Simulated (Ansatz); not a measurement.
# CrAgO2: the cost of one run

Method: DFT PBEsol, scalar-relativistic, plane waves, PAW, in Ansatz 0.2.0.

## (1) The system as given

The structure is trigonal, space group R-3m (No. 166). The conventional cell has a = 2.966 Å, b = 2.966 Å, c = 18.454 Å, α = 90.00°, β = 90.00°, γ = 120.00°. Cr (site symmetry -3m) has 6 O at 1.98 Å as nearest neighbours. Ag (site symmetry -3m) is surrounded by 2 O at 2.09 Å. O (site symmetry 3m) is surrounded by 3 Cr at 1.98 Å and 1 Ag at 2.09 Å.

Coordinates:

```
Cr Ag O
1.0
     1.48321    0.85633    6.15124
    -1.48321    0.85633    6.15124
     0.00000   -1.71266    6.15124
Cr Ag O
1 1 2
Direct
  0.50000 0.50000 0.50000
  0.00000 0.00000 0.00000
  0.11336 0.11336 0.11336
  0.88664 0.88664 0.88664
```

This cell was relaxed beforehand with the same method: volume 11.72 Å³/atom, gap on the mesh 0.30 eV, site moments up to 2.4 μB.

## (2) Band edges anywhere in the zone

The input, input.yaml:

```yaml
crystal:
  lattice:
    - [1.4832069331, 0.8563299221, 6.1512393834]
    - [-1.4832069331, 0.8563299221, 6.1512393834]
    - [0.0, -1.7126598442, 6.1512393834]
  atoms:
    - { symbol: Cr, position: [0.5, 0.5, 0.5], spin: 2.59 }
    - { symbol: Ag, position: [0.0, 0.0, 0.0] }
    - { symbol: O, position: [0.1133621053, 0.1133621053, 0.1133621053] }
    - { symbol: O, position: [0.8866378947, 0.8866378947, 0.8866378947] }
basis:
  ecutwfc: 420
kpoints:
  mp_grid: { grid: [12, 12, 12] }
  band_path: { path: [VBM, CBM], npoints: 2 }
hamiltonian:
  xc: pbesol
scf:
  occupations: { method: gaussian, width: 0.02 }
output:
  forces: false
  stress: false
  eigenvalues: true
  populations: true
magnetization:
  spin_polarized: true
checkpoint:
  read: start.run
  write: ck
  compress: false
  write_wavefunctions: false
  write_every: 100000
```

On the command line:

```bash
ansatz run input.yaml --threads 1 --pin off --max-ram 2560MiB --backend cpu --events-out ev --progress --plain --runs-dir out
```

**Question.** How long does this run take on 1 thread of Intel Xeon 6975P-C (Granite Rapids), shared host, and how much memory does it need?

About 14 s, with a peak of 0.61 GiB.
